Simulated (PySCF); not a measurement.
# A gas-phase reaction: BrCl3Zr + FH → Cl3FZr + BrH

Wanted: the reaction energy for `[Cl][Zr]([Cl])([Cl])[Br]` + `F` → `[F][Zr]([Cl])([Cl])[Cl]` + `Br`.

Computed with PySCF 2.14.0; each step states its level. No surroundings beyond the atoms listed, unless a continuum is named. Atoms count from 0, parts from 1.

### 1 The system as given

Each species was relaxed by itself at PBE0-D3(BJ)/def2-SVP.

### 2 Energies of the species: wB97M-D3(BJ)/def2-TZVPD

The job: settings as JSON, then the geometry in Å.

```
{"job": {"kind": "react", "xc": "wB97M-D3(BJ)", "basis": "def2-TZVPD"}, "charge": 0, "multiplicity": 1}
-1 BrCl3Zr charge 0 multiplicity 1
Cl    -1.847560     1.254110    -0.680320
Zr    -0.018780    -0.022860    -0.045210
Cl    -0.641910    -2.254630     0.085380
Cl     1.673920     0.220360    -1.612660
Br     0.787680     0.752780     2.158250

-1 FH charge 0 multiplicity 1
F      0.459220     0.022600    -0.017810
H     -0.459220    -0.022600     0.017810

+1 Cl3FZr charge 0 multiplicity 1
F      1.272940    -0.800180     1.258920
Zr     0.053200    -0.032970     0.050990
Cl    -1.825740    -1.400400    -0.080360
Cl     1.064250     0.153410    -2.037700
Cl    -0.564650     2.080160     0.808140

+1 BrH charge 0 multiplicity 1
Br     0.713930    -0.005110     0.004260
H     -0.708100     0.008230    -0.004870
```

Method: wB97M-D3(BJ)/def2-TZVPD reaction energy of separated species, gas phase.

Started as:

```sh
> OMP_NUM_THREADS=1 python cluster_run.py task.json out
```

The driver reads the jobs from task.json and runs them one after another.

The log of the run:

```text
species 1 (BrCl3Zr)
coarse grid: 34488 points
cycle   1  E = -4002.1354960331  dE = -6.249e+00  |g| = 7.962e-01  |ddm| = 4.351e+00
cycle   2  E = -4002.1330770258  dE =  2.419e-03  |g| = 7.578e-01  |ddm| = 1.432e+00
cycle   3  E = -4002.2824695336  dE = -1.494e-01  |g| = 1.020e-01  |ddm| = 6.865e-01
cycle   4  E = -4002.2848482397  dE = -2.379e-03  |g| = 2.940e-02  |ddm| = 1.218e-01
cycle   5  E = -4002.2850194515  dE = -1.712e-04  |g| = 7.271e-03  |ddm| = 2.969e-02
cycle   6  E = -4002.2850352545  dE = -1.580e-05  |g| = 2.892e-03  |ddm| = 1.042e-02
cycle   7  E = -4002.2850384822  dE = -3.228e-06  |g| = 6.872e-04  |ddm| = 3.628e-03
final grid: 62720 points
cycle   8  E = -4002.2849816581  dE = -6.845e-07  |g| = 4.451e-04  |ddm| = 3.241e-03
cycle   9  E = -4002.2849817390  dE = -8.089e-08  |g| = 3.986e-04  |ddm| = 7.962e-04
cycle  10  E = -4002.2849817859  dE = -4.692e-08  |g| = 1.258e-04  |ddm| = 3.938e-04
cycle  11  E = -4002.2849817981  dE = -1.217e-08  |g| = 5.864e-05  |ddm| = 2.261e-04
cycle  12  E = -4002.2849818003  dE = -2.171e-09  |g| = 9.392e-06  |ddm| = 1.155e-04
cycle  13  E = -4002.2849818003  dE = -6.730e-11  |g| = 3.518e-06  |ddm| = 2.477e-05
converged SCF energy = -4002.2849818003

species 2 (FH)
coarse grid: 7776 points
cycle   1  E = -100.4688166192  dE = -9.412e-02  |g| = 4.644e-01  |ddm| = 6.197e-01
cycle   2  E = -100.4724956870  dE = -3.679e-03  |g| = 5.038e-01  |ddm| = 3.808e-01
cycle   3  E = -100.5053138423  dE = -3.282e-02  |g| = 2.574e-02  |ddm| = 1.678e-01
cycle   4  E = -100.5053898245  dE = -7.598e-05  |g| = 5.007e-03  |ddm| = 1.077e-02
cycle   5  E = -100.5053944665  dE = -4.642e-06  |g| = 4.335e-04  |ddm| = 3.766e-03
final grid: 16976 points
cycle   6  E = -100.5053938048  dE = -6.403e-08  |g| = 1.056e-04  |ddm| = 8.215e-04
cycle   7  E = -100.5053938082  dE = -3.450e-09  |g| = 8.018e-05  |ddm| = 2.176e-04
cycle   8  E = -100.5053938091  dE = -8.420e-10  |g| = 2.071e-05  |ddm| = 3.732e-05
converged SCF energy = -100.5053938091

species 3 (Cl3FZr)
coarse grid: 32456 points
cycle   1  E = -1527.9219951232  dE = -5.439e+00  |g| = 7.331e-01  |ddm| = 4.454e+00
cycle   2  E = -1527.9460274934  dE = -2.403e-02  |g| = 7.238e-01  |ddm| = 1.074e+00
cycle   3  E = -1528.0373413878  dE = -9.131e-02  |g| = 1.032e-01  |ddm| = 3.967e-01
cycle   4  E = -1528.0387366063  dE = -1.395e-03  |g| = 5.381e-02  |ddm| = 1.037e-01
cycle   5  E = -1528.0393081159  dE = -5.715e-04  |g| = 1.631e-02  |ddm| = 4.624e-02
cycle   6  E = -1528.0393702176  dE = -6.210e-05  |g| = 2.431e-03  |ddm| = 1.357e-02
cycle   7  E = -1528.0393742624  dE = -4.045e-06  |g| = 6.769e-04  |ddm| = 6.238e-03
final grid: 61248 points
cycle   8  E = -1528.0392859011  dE = -9.465e-07  |g| = 4.901e-04  |ddm| = 2.616e-03
cycle   9  E = -1528.0392859597  dE = -5.860e-08  |g| = 4.496e-04  |ddm| = 7.082e-04
cycle  10  E = -1528.0392859913  dE = -3.157e-08  |g| = 1.138e-04  |ddm| = 2.158e-04
cycle  11  E = -1528.0392859972  dE = -5.922e-09  |g| = 5.145e-05  |ddm| = 1.503e-04
cycle  12  E = -1528.0392859986  dE = -1.415e-09  |g| = 1.262e-05  |ddm| = 7.604e-05
cycle  13  E = -1528.0392859987  dE = -1.176e-10  |g| = 7.304e-06  |ddm| = 2.430e-05
converged SCF energy = -1528.0392859987

species 4 (BrH)
coarse grid: 9808 points
cycle   1  E = -2574.7445269256  dE = -1.114e+00  |g| = 2.813e-01  |ddm| = 9.891e-01
cycle   2  E = -2574.7574655904  dE = -1.294e-02  |g| = 1.487e-01  |ddm| = 2.652e-01
cycle   3  E = -2574.7608924176  dE = -3.427e-03  |g| = 8.639e-03  |ddm| = 8.695e-02
cycle   4  E = -2574.7609297079  dE = -3.729e-05  |g| = 2.515e-03  |ddm| = 1.266e-02
cycle   5  E = -2574.7609341085  dE = -4.401e-06  |g| = 6.635e-04  |ddm| = 4.933e-03
final grid: 18448 points
cycle   6  E = -2574.7609188553  dE = -1.901e-07  |g| = 4.145e-04  |ddm| = 9.400e-04
cycle   7  E = -2574.7609188829  dE = -2.763e-08  |g| = 2.981e-04  |ddm| = 4.149e-04
cycle   8  E = -2574.7609188908  dE = -7.825e-09  |g| = 3.346e-05  |ddm| = 1.454e-04
cycle   9  E = -2574.7609188918  dE = -1.039e-09  |g| = 1.092e-05  |ddm| = 6.317e-05
cycle  10  E = -2574.7609188918  dE = -4.093e-11  |g| = 1.699e-06  |ddm| = 1.272e-05
converged SCF energy = -2574.7609188918

Reaction energy = -5.499 kcal/mol
```

Wall time 89 s (1 thread of Arm Neoverse N1, shared host); peak memory 0.82 GiB.

Species by species (with the dispersion term, which the log's SCF energies lack):

```csv
ν,species,energy (Eh),HOMO (eV)
-1,[Cl][Zr]([Cl])([Cl])[Br],-4002.29174,-11.47
-1,F,-100.50563,-14.54
+1,[F][Zr]([Cl])([Cl])[Cl],-1528.04465,-11.97
+1,Br,-2574.76149,-11.15
```

### 3 Reaction energy: PBE0-D3(BJ)/def2-TZVPD

Same as in step 2 but for these lines:

```diff
@@ -1,2 +1,2 @@
-{"job": {"kind": "react", "xc": "wB97M-D3(BJ)", "basis": "def2-TZVPD"}, "charge": 0, "multiplicity": 1}
+{"job": {"kind": "react", "xc": "PBE0", "basis": "def2-TZVPD", "disp": "d3bj"}, "charge": 0, "multiplicity": 1}
 -1 BrCl3Zr charge 0 multiplicity 1
```

With the program's defaults for keys left out, this is: PBE0-D3(BJ)/def2-TZVPD reaction energy of separated species, gas phase.

The log of the run:

```text
species 1 (BrCl3Zr)
coarse grid: 34488 points
cycle   1  E = -4000.3873774616  dE = -5.214e+00  |g| = 2.108e+00  |ddm| = 4.640e+00
cycle   2  E = -3999.4726777684  dE =  9.147e-01  |g| = 2.524e+00  |ddm| = 3.408e+00
cycle   3  E = -4001.3940587509  dE = -1.921e+00  |g| = 3.066e-01  |ddm| = 2.093e+00
cycle   4  E = -4001.4100355839  dE = -1.598e-02  |g| = 1.656e-01  |ddm| = 4.551e-01
cycle   5  E = -4001.4166424914  dE = -6.607e-03  |g| = 7.072e-02  |ddm| = 2.038e-01
cycle   6  E = -4001.4176284431  dE = -9.860e-04  |g| = 1.156e-02  |ddm| = 6.026e-02
cycle   7  E = -4001.4176616948  dE = -3.325e-05  |g| = 3.158e-03  |ddm| = 1.014e-02
cycle   8  E = -4001.4176638996  dE = -2.205e-06  |g| = 7.283e-04  |ddm| = 2.466e-03
final grid: 62720 points
cycle   9  E = -4001.4176823716  dE =  3.564e-08  |g| = 1.195e-03  |ddm| = 2.764e-03
cycle  10  E = -4001.4176808425  dE =  1.529e-06  |g| = 2.618e-03  |ddm| = 2.936e-03
cycle  11  E = -4001.4176827586  dE = -1.916e-06  |g| = 2.042e-04  |ddm| = 2.065e-03
cycle  12  E = -4001.4176827703  dE = -1.171e-08  |g| = 3.179e-05  |ddm| = 1.876e-04
cycle  13  E = -4001.4176827705  dE = -1.473e-10  |g| = 6.135e-06  |ddm| = 2.454e-05
converged SCF energy = -4001.4176827705

species 2 (FH)
coarse grid: 1712 points
cycle   1  E = -100.3541047191  dE = -3.608e-02  |g| = 4.957e-01  |ddm| = 6.253e-01
cycle   2  E = -100.3145779880  dE =  3.953e-02  |g| = 7.430e-01  |ddm| = 5.125e-01
cycle   3  E = -100.3938301844  dE = -7.925e-02  |g| = 2.284e-02  |ddm| = 2.892e-01
cycle   4  E = -100.3939057562  dE = -7.557e-05  |g| = 4.206e-03  |ddm| = 9.788e-03
cycle   5  E = -100.3939077408  dE = -1.985e-06  |g| = 3.556e-04  |ddm| = 1.247e-03
final grid: 16976 points
cycle   6  E = -100.3948396838  dE = -1.856e-05  |g| = 3.991e-03  |ddm| = 7.500e-03
cycle   7  E = -100.3948377647  dE =  1.919e-06  |g| = 5.490e-03  |ddm| = 3.348e-03
cycle   8  E = -100.3948418407  dE = -4.076e-06  |g| = 9.936e-05  |ddm| = 2.010e-03
cycle   9  E = -100.3948418420  dE = -1.280e-09  |g| = 1.779e-05  |ddm| = 3.927e-05
cycle  10  E = -100.3948418420  dE = -4.832e-11  |g| = 3.056e-06  |ddm| = 1.026e-05
converged SCF energy = -100.3948418420

species 3 (Cl3FZr)
coarse grid: 32456 points
cycle   1  E = -1526.8029769667  dE = -4.809e+00  |g| = 1.498e+00  |ddm| = 4.662e+00
cycle   2  E = -1526.3775801674  dE =  4.254e-01  |g| = 1.860e+00  |ddm| = 2.438e+00
cycle   3  E = -1527.3524347173  dE = -9.749e-01  |g| = 1.834e-01  |ddm| = 1.385e+00
cycle   4  E = -1527.3566237577  dE = -4.189e-03  |g| = 1.170e-01  |ddm| = 2.477e-01
cycle   5  E = -1527.3579103933  dE = -1.287e-03  |g| = 8.469e-02  |ddm| = 9.683e-02
cycle   6  E = -1527.3590843060  dE = -1.174e-03  |g| = 5.277e-03  |ddm| = 3.509e-02
cycle   7  E = -1527.3590885323  dE = -4.226e-06  |g| = 2.400e-03  |ddm| = 4.096e-03
final grid: 61248 points
cycle   8  E = -1527.3590903185  dE =  1.428e-06  |g| = 3.882e-03  |ddm| = 4.125e-03
cycle   9  E = -1527.3590810925  dE =  9.226e-06  |g| = 7.804e-03  |ddm| = 6.222e-03
cycle  10  E = -1527.3590935160  dE = -1.242e-05  |g| = 6.769e-04  |ddm| = 4.256e-03
cycle  11  E = -1527.3590936070  dE = -9.104e-08  |g| = 4.652e-05  |ddm| = 4.355e-04
cycle  12  E = -1527.3590936075  dE = -4.691e-10  |g| = 2.431e-05  |ddm| = 4.700e-05
converged SCF energy = -1527.3590936075

species 4 (BrH)
coarse grid: 9808 points
cycle   1  E = -2574.4494958378  dE = -1.080e+00  |g| = 2.722e-01  |ddm| = 1.043e+00
cycle   2  E = -2574.4541292537  dE = -4.633e-03  |g| = 1.697e-01  |ddm| = 2.595e-01
cycle   3  E = -2574.4588726339  dE = -4.743e-03  |g| = 2.987e-02  |ddm| = 1.190e-01
cycle   4  E = -2574.4591012003  dE = -2.286e-04  |g| = 4.144e-03  |ddm| = 2.197e-02
cycle   5  E = -2574.4591051847  dE = -3.984e-06  |g| = 1.308e-03  |ddm| = 4.257e-03
final grid: 18448 points
cycle   6  E = -2574.4591063263  dE = -6.974e-08  |g| = 1.372e-03  |ddm| = 2.019e-03
cycle   7  E = -2574.4591063405  dE = -1.424e-08  |g| = 1.396e-03  |ddm| = 1.787e-03
cycle   8  E = -2574.4591065606  dE = -2.200e-07  |g| = 5.112e-05  |ddm| = 8.378e-04
cycle   9  E = -2574.4591065612  dE = -6.630e-10  |g| = 1.020e-05  |ddm| = 4.388e-05
converged SCF energy = -2574.4591065612

Reaction energy = -2.340 kcal/mol
```

Wall time 52 s (1 thread of Arm Neoverse N1, shared host); peak memory 0.76 GiB.

Reaction energy at this level: -2.34 kcal/mol.

### 4 Comparing the runs

Energies in kcal/mol, with wall time:

```csv
run,reaction,time
wB97M-D3(BJ)/def2-TZVPD,-5.50,89 s
PBE0-D3(BJ)/def2-TZVPD,-2.34,52 s
```

### 5 Results

| quantity | value |
| --- | --- |
| reaction energy (wB97M-D3(BJ)/def2-TZVPD) | -5.50 kcal/mol |
| ΔH, ΔG at 298 K (xTB thermal terms) | -7.3, -7.7 kcal/mol |
| range of the reaction energy over the runs of this table | -5.50 to -2.34 kcal/mol |

**Reading.** The reaction is exothermic by 7.3 kcal/mol in the gas phase; dispersion gives +0.67, and xTB itself gave -24.99 for the electronic energy (xTB energies and thermal terms come from the earlier relaxation of each species, not shown). No barrier was sought. xTB and this level differ widely in the electronic energy, so what comes from xTB (the thermal terms above all) is less safe here. The reaction energy runs from -5.50 (wB97M-D3(BJ)/def2-TZVPD) to -2.34 kcal/mol (PBE0-D3(BJ)/def2-TZVPD).
